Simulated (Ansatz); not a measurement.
# Ga6GeTe: the cost of one run

Program: Ansatz 0.2.0. Level of theory: DFT PBE, scalar-relativistic, plane waves, PAW, unless a step names another level. These are calculated values, not measurements.

11 further runs of the same task are left out: 2 that didn't finish, 9 set aside as unsound or not needed. Runs told in other sessions of the task aren't counted.

## Step 1: Plan

Pauling electronegativities: Ga 1.81, Ge 2.01, Te 2.10 (spread 0.29). The formula balances with common oxidation states: Ga +1, Te -2, Ge -4, a formal count that means little at so small a spread. Tabulated atomic sizes suggest about 20 Å³/atom. 29 candidates were drawn, by swapping species into database cells of other compounds, at random by space group and Wyckoff sites, or by hand, as the table says:

| name | made from | space group no. | Wyckoff sites | atoms (primitive cell) | V (Å³/atom) |
| --- | --- | --- | --- | --- | --- |
| c01 | built by hand: NaSbF6-type (rocksalt-ordered AuCu3 derivative) | 225 | Ga 24d; Ge 4a; Te 4b | 8 | 19.7 |
| c02 | database cell of Al6GeW | 200 | Ga 6f; Ge 1b; Te 1a | 8 | 20.2 |
| c03 | random | 221 | Ga 6f; Ge 1b; Te 1a | 8 | 25.4 |
| c04 | random | 65 | Ga 4l, 8o; Ge 2a; Te 2d | 8 | 23.4 |
| c05 | random | 216 | Ga 24f; Ge 4d; Te 4b | 8 | 22.9 |
| c06 | database cell of Mg6CdIn | 187 | Ga 3k, 3j; Ge 1a; Te 1d | 8 | 23.7 |
| c07 | random | 225 | Ga 24d; Ge 4a; Te 4b | 8 | 23.3 |
| c08 | database cell of NaPH6 | 225 | Ga 24e; Ge 4a; Te 4b | 8 | 24.3 |
| c09 | random | 191 | Ga 6j; Ge 1a; Te 1b | 8 | 20.1 |
| c10 | random | 221 | Ga 6f; Ge 1a; Te 1b | 8 | 21.7 |
| c11 | random | 160 | Ga 18c; Ge 3a; Te 3a | 8 | 24.0 |
| c12 | database cell of NbCrF6 | 139 | Ga 8h, 4e; Ge 2a; Te 2b | 8 | 27.5 |
| c13 | random | 115 | Ga 4j, 2g; Ge 1a; Te 1c | 8 | 21.8 |
| c14 | random | 187 | Ga 1c, 2g, 2h, 1e; Ge 1b; Te 1f | 8 | 21.4 |
| c15 | database cell of VGaNi6 | 123 | Ga 1c, 1d, 4i; Ge 1b; Te 1a | 8 | 19.5 |
| c16 | random | 191 | Ga 2c, 4h; Ge 1b; Te 1a | 8 | 24.9 |
| c17 | random | 221 | Ga 6e; Ge 1a; Te 1b | 8 | 22.7 |
| c18 | database cell of LaCeSn6 | 123 | Ga 1c, 1d, 4i; Ge 1a; Te 1b | 8 | 19.4 |
| c19 | built by hand: AuCu3-type, layered Ge/Te order | 123 | Ga 4i, 1c, 1d; Ge 1a; Te 1b | 8 | 19.7 |
| c20 | database cell of V6SiGe | 200 | Ga 6f; Ge 1a; Te 1b | 8 | 18.3 |
| c21 | database cell of GaGePt6 | 121 | Ga 8i, 4c; Ge 2a; Te 2b | 8 | 18.6 |
| c22 | built by hand: LiSbF6-type, inverse | 148 | Ga 18f; Ge 3a; Te 3b | 8 | 19.7 |
| c23 | random | 123 | Ga 4k, 1a, 1d; Ge 1c; Te 1b | 8 | 24.9 |
| c24 | random | 187 | Ga 6n; Ge 1b; Te 1f | 8 | 20.6 |
| c25 | built by hand: Li3Bi-type, layered Ge/Te order | 123 | Ga 4i, 1b, 1c; Ge 1a; Te 1d | 8 | 19.7 |
| c26 | random | 148 | Ga 18f; Ge 3b; Te 3a | 8 | 21.7 |
| c27 | random | 75 | Ga 4d, 1b, 1a; Ge 1b; Te 1b | 8 | 20.4 |
| c28 | database cell of GaGePt6 | 121 | Ga 8i, 4c; Ge 2b; Te 2a | 8 | 18.6 |
| c29 | random | 115 | Ga 2e, 4k; Ge 1d; Te 1b | 8 | 20.5 |

## Step 2: Screening run of c14

File input.yaml:

```yaml
crystal:
  lattice:
    - [4.61570273, 0.0, 0.0]
    - [-2.30785137, 3.99731582, 0.0]
    - [0.0, 0.0, 9.28608525]
  atoms:
    - { symbol: Ga, position: [0.66666667, 0.33333333, 0.0] }
    - { symbol: Ga, position: [0.33333333, 0.66666667, 0.18673751] }
    - { symbol: Ga, position: [0.33333333, 0.66666667, 0.81326249] }
    - { symbol: Ga, position: [0.66666667, 0.33333333, 0.72947325] }
    - { symbol: Ga, position: [0.66666667, 0.33333333, 0.27052675] }
    - { symbol: Ga, position: [0.0, 0.0, 0.0] }
    - { symbol: Ge, position: [0.33333333, 0.66666667, 0.5] }
    - { symbol: Te, position: [0.0, 0.0, 0.5] }
basis:
  ecutwfc: 420
kpoints:
  mp_grid: { grid: [4, 4, 2] }
hamiltonian:
  xc: pbe
scf:
  occupations: { method: gaussian, width: 0.2 }
  lower_state_search: "off"
output:
  forces: true
  stress: true
  eigenvalues: true
relax:
  adjacent_minimum: "off"
  f_tol: 0.08
  max_steps: 16
  cell: { stress_tol: 0.8 }
```

The run is started by

```bash
$ ansatz run input.yaml --threads 1 --pin off --max-ram 2560MiB --backend cpu --events-out ev --progress --plain --runs-dir out
```

What time and memory should one allow on 1 thread of Arm Neoverse V2, shared host?

About 75 s, with a peak of 0.44 GiB.
